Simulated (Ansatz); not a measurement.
# Ti3Al: the cost of one run

Program: Ansatz 0.2.0. Level of theory: DFT PBEsol, scalar-relativistic, plane waves, PAW. These are calculated values, not measurements.

2 further runs of the same task are left out: 2 set aside as unsound or not needed.

## Step 1: The starting structure

It takes space group P-6m2 (No. 187, hexagonal). The conventional cell has a = 2.896 Å, b = 2.896 Å, c = 9.139 Å, α = 90.00°, β = 90.00°, γ = 120.00°. Around Ti (site symmetry -6m2) lie 12 Ti at 2.82 to 2.90 Å. Ti (site symmetry 3m) has 9 Ti at 2.82 to 2.90 Å and 3 Al at 2.84 Å in its first shell of neighbours. Al (site symmetry -6m2) is surrounded by 6 Ti at 2.84 Å and 6 Al at 2.90 Å.

Coordinates:

```
CELL_PARAMETERS angstrom
2.89578 0.00000 0.00000
-1.44789 2.50782 0.00000
0.00000 0.00000 18.27871
ATOMIC_POSITIONS crystal
Ti 0.66667 0.33333 0.50000
Ti 0.66667 0.33333 0.00000
Ti 0.33333 0.66667 0.37559
Ti 0.33333 0.66667 0.87559
Ti 0.33333 0.66667 0.12441
Ti 0.33333 0.66667 0.62441
Al 0.66667 0.33333 0.25000
Al 0.66667 0.33333 0.75000
```

It goes back to an entry of the Materials Project, which need not be the stable form.

It is built from the cell relaxed beforehand with the same method (16.59 Å³/atom).

## Step 2: Zero of the scan

input.yaml reads:

```yaml
crystal:
  lattice:
    - [2.8957824531, 0.0, 0.0]
    - [-1.4478912265, 2.5078211682, 0.0]
    - [0.0, 0.0, 18.2787083532]
  atoms:
    - { symbol: Ti, position: [0.6666666667, 0.3333333333, 0.5] }
    - { symbol: Ti, position: [0.6666666667, 0.3333333333, 0.0] }
    - { symbol: Ti, position: [0.3333333333, 0.6666666667, 0.375588072] }
    - { symbol: Ti, position: [0.3333333333, 0.6666666667, 0.875588072] }
    - { symbol: Ti, position: [0.3333333333, 0.6666666667, 0.124411928] }
    - { symbol: Ti, position: [0.3333333333, 0.6666666667, 0.624411928] }
    - { symbol: Al, position: [0.6666666667, 0.3333333333, 0.25] }
    - { symbol: Al, position: [0.6666666667, 0.3333333333, 0.75] }
basis:
  ecutwfc: 420
kpoints:
  mp_grid: { grid: [12, 12, 2] }
hamiltonian:
  xc: pbesol
scf:
  occupations: { method: gaussian, width: 0.15 }
output:
  forces: true
  stress: true
  eigenvalues: true
  write_density: true
  write_potential: true
  elf: true
  volumetric_format: npy
```

Launch:

```sh
> ansatz run input.yaml --threads 2 --pin off --max-ram 5120MiB --backend cpu --events-out ev --progress --plain --runs-dir out
```

Q: Estimate wall time and peak memory on 2 threads of Intel Xeon Platinum 8175M at 2.50GHz (Skylake/Cascade Lake), shared host.

About 17 s, with a peak of 0.54 GiB.
